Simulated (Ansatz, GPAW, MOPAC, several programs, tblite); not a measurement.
GeOS (Janus 2H monolayer) from semi-empirical methods to plane-wave DFT

GeOS (Janus 2H monolayer), relaxed with r2SCAN in Ansatz, was computed with several methods. The sheet's in-plane cell has a = 3.088 Å, b = 3.088 Å (γ = 120.0°), and its outermost atoms lie 2.62 Å apart along the normal. Ge is surrounded by 3 O at 2.07 Å and 3 S at 2.38 Å; O is surrounded by 3 Ge at 2.07 Å; S is surrounded by 3 Ge at 2.38 Å. Values at 0 K without nuclear motion; spin polarisation is off, and the phase may be a hypothetical one.

```xyz
3
Lattice="3.0885 0.0000 0.0000 -1.5442 2.6747 0.0000 0.0000 0.0000 29.0143" Properties=species:S:1:pos:R:3 pbc="T T F"
Ge    0.0000    1.7831    9.1729
O     1.5442    0.8916   10.2253
S     1.5442    0.8916    7.6018
```
Periodic in the plane only; c spans the vacuum.

Gaps and times are for a single point on this cell. Times are rough, from shared hosts (Arm Neoverse V2), and each method has its own mesh and cell size. PM6 (MOPAC), PM7 (MOPAC), GFN1-xTB (tblite), GFN2-xTB (tblite) treat a cluster of cells at its zone centre, which samples few k points: where these miss a band edge, the gap comes out too large for that reason alone. Gaps from k meshes are read at a limited set of points (mesh, symmetry points, PBE's band edges), so each method's own least gap may be somewhat smaller. xTB and the PM methods were fitted mostly to molecules, and can miss a solid's gap by electronvolts. Minimal bases can be far off for gaps. d marks a direct gap, i an indirect one (no mark: not told apart), a dash a value that wasn't computed or didn't pass its checks.

```json
{"method": "GFN1-xTB (tblite)", "kind": "tight binding", "gap (eV)": "0.46", "atoms computed": "48", "processor time": "1.4 s"}
{"method": "PM6 (MOPAC)", "kind": "semi-empirical", "gap (eV)": "5.19", "atoms computed": "48", "processor time": "1.4 s"}
{"method": "GFN2-xTB (tblite)", "kind": "tight binding", "gap (eV)": "0.63", "atoms computed": "48", "processor time": "1.6 s"}
{"method": "PM7 (MOPAC)", "kind": "semi-empirical", "gap (eV)": "4.28", "atoms computed": "48", "processor time": "2.2 s"}
{"method": "light PBE (260 eV and a coarse mesh)", "kind": "light plane-wave", "gap (eV)": "overlap 0.17", "atoms computed": "3", "processor time": "2.7 s"}
{"method": "PBE/single zeta (GPAW)", "kind": "small basis", "gap (eV)": "overlap 0.16", "atoms computed": "3", "processor time": "3.8 s"}
{"method": "PBE", "kind": "semilocal", "gap (eV)": "overlap 0.16", "atoms computed": "3", "processor time": "11 s"}
{"method": "r2SCAN", "kind": "semilocal", "gap (eV)": "overlap 0.03", "atoms computed": "3", "processor time": "23 s"}
```

With PBE and r2SCAN the bands overlap or touch, or nearly. Semilocal functionals can close a real gap, so this doesn't show a metal; small gaps of other methods may in turn close between the points read or with spin-orbit coupling, and the solid may be a semimetal.

Spin-orbit coupling is left out.
